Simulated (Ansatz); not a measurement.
**GeH4NS radical: up Jacob's ladder to CCSD(T)**

How much do the methods differ for GeH4NS radical? The plan is to run it at one geometry with functionals of several rungs and with coupled cluster, and see how far each lands from CCSD(T) at the basis-set limit for the atomisation energy.

Computed with Ansatz 0.2.0, Gaussian basis. Level: functionals in def2-TZVPP, the program's frozen cores in correlated methods.

Levels to be run: LDA (SPW92), PBE-D4, revPBE-D4, BLYP-D4, r2SCAN-D4, B97M-V, PBE0-D4, B3LYP-D4, r2SCANh-D4, r2SCAN0-D4, HSE06-D4, BHLYP-D4, CAM-B3LYP-D4, LC-ωPBE, ωB97X-V, ωB97M-V, B2PLYP, PBE-QIDH; CCSD(T)/def2-SVP; CCSD(T)/def2-TZVPP; MP2/def2-QZVPP; extrapolation to the limit; RPA on PBE.

## Step 1: The relaxed structure

An earlier PBE0-D4 in a triple-zeta def2 set relaxation fixed the geometry.

SMILES `[NH2][GeH2][S]`, 7 atoms, charge 0, spin multiplicity 2.

Atoms are counted from 1 here; the program's logs count them from 0.

Bond lengths: N1–Ge2 1.831 Å, N1–H4 1.011 Å, N1–H5 1.010 Å, Ge2–S3 2.205 Å, Ge2–H6 1.536 Å, Ge2–H7 1.549 Å. Angles: Ge2–N1–H4 114.8°, Ge2–N1–H5 114.9°, H4–N1–H5 109.5°, N1–Ge2–S3 108.8°, N1–Ge2–H6 106.5°, N1–Ge2–H7 116.2°, S3–Ge2–H6 112.2°, S3–Ge2–H7 102.3°, H6–Ge2–H7 110.8°.

## Step 2: LDA

This LDA is Slater exchange with PW92 correlation.

File in.yaml:

```yaml
crystal:
  periodic: [false, false, false]
  atoms:
    - {symbol: N, position_ang: [-1.052194, 0.141784, -0.526371]}
    - {symbol: Ge, position_ang: [0.521784, -0.021960, 0.395561]}
    - {symbol: S, position_ang: [0.877751, -2.156040, 0.823061]}
    - {symbol: H, position_ang: [-1.392864, 1.088944, -0.618828]}
    - {symbol: H, position_ang: [-1.064846, -0.311545, -1.429101]}
    - {symbol: H, position_ang: [0.364299, 0.808958, 1.677712]}
    - {symbol: H, position_ang: [1.807369, 0.381858, -0.367733]}
basis:
  gaussian: {orbitals: def2-TZVPP}
magnetization: {spin_polarized: true, initial_magnetization: 1}
hamiltonian: {xc: lda}
output: {orbitals: {seedname: orbitals}}
```

Started as:

```bash
$ ansatz run in.yaml --threads 4 --pin off --events-out ev --progress --plain --max-ram 10444MiB
```

Further steps of the session: PBE-D4 (GGA); revPBE-D4 (GGA); BLYP-D4 (GGA); r2SCAN-D4 (meta-GGA); B97M-V (meta-GGA); B3LYP-D4 (hybrid); r2SCANh-D4 (hybrid); r2SCAN0-D4 (hybrid); HSE06-D4 (hybrid); BHLYP-D4 (hybrid); CAM-B3LYP-D4 (range-separated); LC-ωPBE (range-separated); ωB97X-V (range-separated); ωB97M-V (range-separated); B2PLYP (double hybrid); PBE-QIDH (double hybrid); CCSD(T) in def2-SVP; CCSD(T) in def2-TZVPP; MP2 in def2-QZVPP; RPA on PBE orbitals.

**Question.** What will the summary of the whole plan be? Wanted: atomisation energy, CCSD(T)/CBS; farthest beyond LDA; mean size of error, GGA; mean size of error, meta-GGA; mean size of error, hybrid; mean size of error, range-separated; mean size of error, double hybrid; gap, smallest and largest; T1 diagnostic.

The runs gave:

```
                               quantity                                                                                                value
        atomisation energy, CCSD(T)/CBS                                                                                       469.0 kcal/mol
functionals within 4.7 kcal/mol (1.0 %)  PBE-D4, BLYP-D4, r2SCAN-D4, PBE0-D4, B3LYP-D4, r2SCANh-D4, HSE06-D4, CAM-B3LYP-D4, ωB97X-V, ωB97M-V
                    farthest beyond LDA                                                                            BHLYP-D4 (-14.5 kcal/mol)
                mean size of error, GGA                                                                                         4.8 kcal/mol
           mean size of error, meta-GGA                                                                                         2.8 kcal/mol
             mean size of error, hybrid                                                                                         6.1 kcal/mol
    mean size of error, range-separated                                                                                         3.1 kcal/mol
      mean size of error, double hybrid                                                                                         8.0 kcal/mol
              gap, smallest and largest                                                             0.14 eV (LDA (SPW92)), 8.34 eV (LC-ωPBE)
                          T1 diagnostic                                                                                               0.0144
triples share of the correlation energy                                                                                                3.7 %
```

LDA overbinds by 70.2 kcal/mol (15 %). PBE-D4 is off by +4.4 kcal/mol. Double hybrids carry the basis error of their MP2 part in triple zeta, and no dispersion term here, so their miss is partly the set-up's. The rungs meta-GGA, range-separated miss on average by less than the doubt on the reference (4.7 kcal/mol), so they tie. The reference freezes the cores and leaves out relativity and excitations past (T), and its outer-core shells are covered unevenly, so misses under about 4.7 kcal/mol can't be ranked. Hartree-Fock recovers 67 % of the binding; the rest is correlation. CCSD(T) in def2-SVP is off by -43.1 kcal/mol, more than most functionals: a good method in a small basis is no reference. Orbital gaps span 0.1 to 8.3 eV; exact exchange widens them. Correlated methods include outer-core shells of Ge, which these sets cover unevenly.
